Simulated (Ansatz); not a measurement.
**CH4AlI (SMILES [AlH2][CH2]I): functionals against CCSD(T) at one geometry**

The task here is to estimate one member of a computed series from the others.

The runs use Ansatz 0.2.0, Gaussian basis; single points in def2-TZVPP.

Correlated methods freeze the cores. Filled d shells of the heavier atoms are correlated. Core potentials replace the inner electrons past krypton, and spin-orbit coupling is left out.

## Where the work starts

SMILES `[AlH2][CH2]I`, 7 atoms, charge 0, spin multiplicity 1.

Atoms are counted from 1 here; the program's logs count them from 0.

Bond lengths: Al1–C2 2.079 Å, Al1–I3 2.927 Å, Al1–H4 1.500 Å, Al1–H5 1.583 Å, C2–I3 2.097 Å, C2–H6 1.222 Å, C2–H7 0.908 Å. Angles: C2–Al1–I3 45.8°, C2–Al1–H4 128.4°, C2–Al1–H5 118.2°, I3–Al1–H4 83.3°, I3–Al1–H5 163.4°, H4–Al1–H5 111.5°, Al1–C2–I3 89.0°, Al1–C2–H6 118.3°, Al1–C2–H7 134.9°, I3–C2–H6 116.9°, I3–C2–H7 101.1°, H6–C2–H7 96.0°, Al1–I3–C2 45.3°.

Coordinates:

```
Al   -0.93950    0.09970   -0.74520
C     0.74250    0.25830    0.46650
I     0.65540   -1.81150    0.79380
H    -1.58050   -1.14140   -1.29150
H    -1.43160    1.39250   -1.51460
H     0.68140    0.97740    1.45320
H     1.63030    0.37530    0.31870
```

The first run:

Contents of run/in.yaml:

```yaml
crystal:
  periodic: [false, false, false]
  atoms:
    - {symbol: Al, position_ang: [-0.939500, 0.099700, -0.745200]}
    - {symbol: C, position_ang: [0.742500, 0.258300, 0.466500]}
    - {symbol: I, position_ang: [0.655400, -1.811500, 0.793800]}
    - {symbol: H, position_ang: [-1.580500, -1.141400, -1.291500]}
    - {symbol: H, position_ang: [-1.431600, 1.392500, -1.514600]}
    - {symbol: H, position_ang: [0.681400, 0.977400, 1.453200]}
    - {symbol: H, position_ang: [1.630300, 0.375300, 0.318700]}
basis:
  gaussian: {orbitals: def2-TZVPP}
correlation: {method: ccsd_t}
output: {forces: true}
```

The command line of these runs was not kept.

Steps of the session up to this table: CCSD(T)/def2-TZVPP; PBE0-D4/def2-TZVPP; wB97M-V/def2-TZVPP; r2SCAN-D4/def2-TZVPP; PBE-D4/def2-TZVPP; SPW92/def2-TZVPP; B97M-V/def2-TZVPP.

One table of the session follows, with a row left open; its other results are not shown here.

| method | RMS force component (eV/Å) | angle to CCSD(T) forces (°) | dipole (D) |
| --- | --- | --- | --- |
| CCSD(T) | 3.555 | reference | 0.96 |
| PBE0-D4 | 3.573 | 1.2 | 0.99 |
| wB97M-V | 3.522 | 0.9 | 0.97 |
| r2SCAN-D4 | 3.541 | 1.2 | 1.02 |
| PBE-D4 | ? | ? | ? |
| SPW92 | 3.636 | 3.6 | 0.95 |
| B97M-V | 3.507 | 1.0 | 1.04 |

Estimate the missing values for PBE-D4.

The run gave: RMS force component (eV/Å): 3.577; angle to CCSD(T) forces (°): 1.9; dipole (D): 0.94. In the column «RMS force component (eV/Å)» it lies between PBE0-D4 (3.573) and SPW92 (3.636).
